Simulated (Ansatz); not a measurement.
**CH6N2Si: basis-set convergence**

An exercise on one series of results from a longer session: the logs are not shown, and one member is left open.

The runs use Ansatz 0.2.0, Gaussian basis; one geometry, several basis sets.

Levels to be run: PBE0-D4/def2-SVP; ωB97M-V/def2-SVP; PBE0-D4/def2-QZVPP; ωB97M-V/def2-QZVPP; the functionals' def2-TZVPP values are taken from earlier runs.

## The relaxed structure

The geometry comes from an earlier relaxation with PBE0-D4 in a triple-zeta def2 set; it is a stationary point, not always the lowest conformer.

SMILES `C=N[SiH2]N`, 10 atoms, charge 0, spin multiplicity 1.

Atoms are counted from 1 here; the program's logs count them from 0.

Bond lengths: C1–N2 1.257 Å, C1–H5 1.097 Å, C1–H6 1.104 Å, N2–Si3 1.750 Å, Si3–N4 1.708 Å, Si3–H7 1.493 Å, Si3–H8 1.482 Å, N4–H9 1.007 Å, N4–H10 1.007 Å. Angles: N2–C1–H5 120.7°, N2–C1–H6 124.1°, H5–C1–H6 115.3°, C1–N2–Si3 123.1°, N2–Si3–N4 114.0°, N2–Si3–H7 109.5°, N2–Si3–H8 105.7°, N4–Si3–H7 107.4°, N4–Si3–H8 108.3°, H7–Si3–H8 112.0°, Si3–N4–H9 120.3°, Si3–N4–H10 120.1°, H9–N4–H10 111.0°.

Set-up of the first run:

File in.yaml:

```yaml
crystal:
  periodic: [false, false, false]
  atoms:
    - {symbol: C, position_ang: [-1.766502, 0.839376, -0.369150]}
    - {symbol: N, position_ang: [-0.770791, 0.210531, -0.808936]}
    - {symbol: Si, position_ang: [0.311772, -0.704306, 0.217970]}
    - {symbol: N, position_ang: [1.948135, -0.229008, 0.101617]}
    - {symbol: H, position_ang: [-2.420559, 1.398324, -1.049941]}
    - {symbol: H, position_ang: [-2.051929, 0.878797, 0.696213]}
    - {symbol: H, position_ang: [-0.099747, -0.543700, 1.644387]}
    - {symbol: H, position_ang: [0.201475, -2.111126, -0.236020]}
    - {symbol: H, position_ang: [2.469744, -0.407542, -0.741292]}
    - {symbol: H, position_ang: [2.261402, 0.617454, 0.548153]}
basis:
  gaussian: {orbitals: def2-SVP}
hamiltonian: {xc: pbe0, dispersion: d4}
output: {orbitals: {seedname: orbitals}}
```

The run is started by

```bash
$ ansatz run in.yaml --threads 2 --pin off --events-out ev --progress --plain --max-ram 4352MiB
```

Among the steps run: PBE0-D4 in def2-SVP; ωB97M-V in def2-SVP; PBE0-D4 in def2-QZVPP; ωB97M-V in def2-QZVPP.

One of the session's tables, all rows but one given; the rest of the session is left out.

It belongs to the step «Functionals by basis». 

```
functional       basis  HOMO (eV)
   PBE0-D4    def2-SVP      -6.78
   PBE0-D4  def2-TZVPP      -6.95
   PBE0-D4  def2-QZVPP      -6.99
   ωB97M-V    def2-SVP          ?
   ωB97M-V  def2-TZVPP      -9.29
   ωB97M-V  def2-QZVPP      -9.33
```

**Question.** Estimate the row for ωB97M-V, def2-SVP.

**Answer.** HOMO (eV): -9.10. In the column «HOMO (eV)» it lies between ωB97M-V, def2-TZVPP (-9.29) and PBE0-D4, def2-QZVPP (-6.99).
